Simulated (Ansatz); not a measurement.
# MnI2: the cost of one run

Method: DFT LDA+U (U_eff = 4 eV on Mn d), plane waves, PAW, in Ansatz 0.2.0.

The COD entry's cell or inner coordinates are ideal or old and differ from later refinements, so a difference from it is no clean test against experiment.

1 further run of the same task is left out (it didn't finish).

## (1) The structure to begin with

The structure is trigonal, space group P-3m1 (No. 164). The conventional cell has a = 4.160 Å, b = 4.160 Å, c = 6.820 Å, α = 90.00°, β = 90.00°, γ = 120.00°. Around Mn (site symmetry -3m) lie 6 I at 2.95 Å. Around I (site symmetry 3m) lie 3 Mn at 2.95 Å.

As a file:

```
CELL_PARAMETERS angstrom
4.16000 0.00000 0.00000
-2.08000 3.60267 0.00000
0.00000 0.00000 13.64000
ATOMIC_POSITIONS crystal
Mn 0.00000 0.00000 0.00000
I 0.33333 0.66667 0.12500
I 0.66667 0.33333 0.37500
Mn 0.00000 0.00000 0.50000
I 0.33333 0.66667 0.62500
I 0.66667 0.33333 0.87500
```

An earlier series on this cell reached its lowest free state from «ferromagnetic start, free, natural orbitals of the symmetric run filled by rank», perhaps among other starts.

## (2) Antiferromagnetic site moments held at first, then free

File input.yaml:

```yaml
crystal:
  lattice:
    - [4.16000132, 0.0, 0.0]
    - [-2.08000066, 3.60266682, 0.0]
    - [0.0, 0.0, 13.6399982]
  atoms:
    - { symbol: Mn, position: [0.0, 0.0, 0.0], spin: 4.62 }
    - { symbol: I, position: [0.3333333333, 0.6666666667, 0.125] }
    - { symbol: I, position: [0.6666666667, 0.3333333333, 0.375] }
    - { symbol: Mn, position: [0.0, 0.0, 0.5], spin: -4.62 }
    - { symbol: I, position: [0.3333333333, 0.6666666667, 0.625] }
    - { symbol: I, position: [0.6666666667, 0.3333333333, 0.875] }
basis:
  ecutwfc: 420
  ecutrho_ratio: 4
kpoints:
  mp_grid: { grid: [5, 5, 2] }
hamiltonian:
  xc: lda
  hubbard:
    sites:
      - { site: 0, l: d, u_eff: 4.0, starting_ns: [{ spin: up, occupation_matrix: s0up }, { spin: down, occupation_matrix: s0down }] }
      - { site: 3, l: d, u_eff: 4.0, starting_ns: [{ spin: up, occupation_matrix: s3up }, { spin: down, occupation_matrix: s3down }] }
    occupation_matrices:
      s0up:
        matrix:
          - [0.97, 0.0, 0.0, 0.0, 0.0]
          - [0.0, 0.97, 0.0, 0.0, 0.0]
          - [0.0, 0.0, 0.97, 0.0, 0.0]
          - [0.0, 0.0, 0.0, 0.97, 0.0]
          - [0.0, 0.0, 0.0, 0.0, 0.97]
      s0down:
        matrix:
          - [0.02, 0.0, 0.0, 0.0, 0.0]
          - [0.0, 0.02, 0.0, 0.0, 0.0]
          - [0.0, 0.0, 0.02, 0.0, 0.0]
          - [0.0, 0.0, 0.0, 0.02, 0.0]
          - [0.0, 0.0, 0.0, 0.0, 0.02]
      s3up:
        matrix:
          - [0.02, 0.0, 0.0, 0.0, 0.0]
          - [0.0, 0.02, 0.0, 0.0, 0.0]
          - [0.0, 0.0, 0.02, 0.0, 0.0]
          - [0.0, 0.0, 0.0, 0.02, 0.0]
          - [0.0, 0.0, 0.0, 0.0, 0.02]
      s3down:
        matrix:
          - [0.97, 0.0, 0.0, 0.0, 0.0]
          - [0.0, 0.97, 0.0, 0.0, 0.0]
          - [0.0, 0.0, 0.97, 0.0, 0.0]
          - [0.0, 0.0, 0.0, 0.97, 0.0]
          - [0.0, 0.0, 0.0, 0.0, 0.97]
    ns_hold: { iters: 8 }
scf:
  occupations: { method: gaussian, width: 0.05 }
  lower_state_search: "off"
  max_iter: 150
output:
  forces: true
  stress: true
  eigenvalues: true
  populations: true
  hubbard: { sites: [{ site: 0, l: d }, { site: 3, l: d }] }
magnetization:
  spin_polarized: true
  spin_locking: { lock_spins: true, n_iters: 12 }
```

At this filling each channel is wholly full or empty, so no choice of orbitals remains. The typed matrices put 0.97 on the chosen orbitals and 0.02 on the others, and are held for 8 cycles. The lock is temporary (n_iters 12) and is released on the way.

Launch:

```
$ ansatz run input.yaml --threads 4 --pin off --max-ram 6144MiB --backend cpu --events-out ev --progress --plain --runs-dir out
```

**Question.** How long does this run take on 4 threads of Intel Xeon at 2.70GHz, shared host, and how much memory does it need?

About 11 s, with a peak of 0.78 GiB.
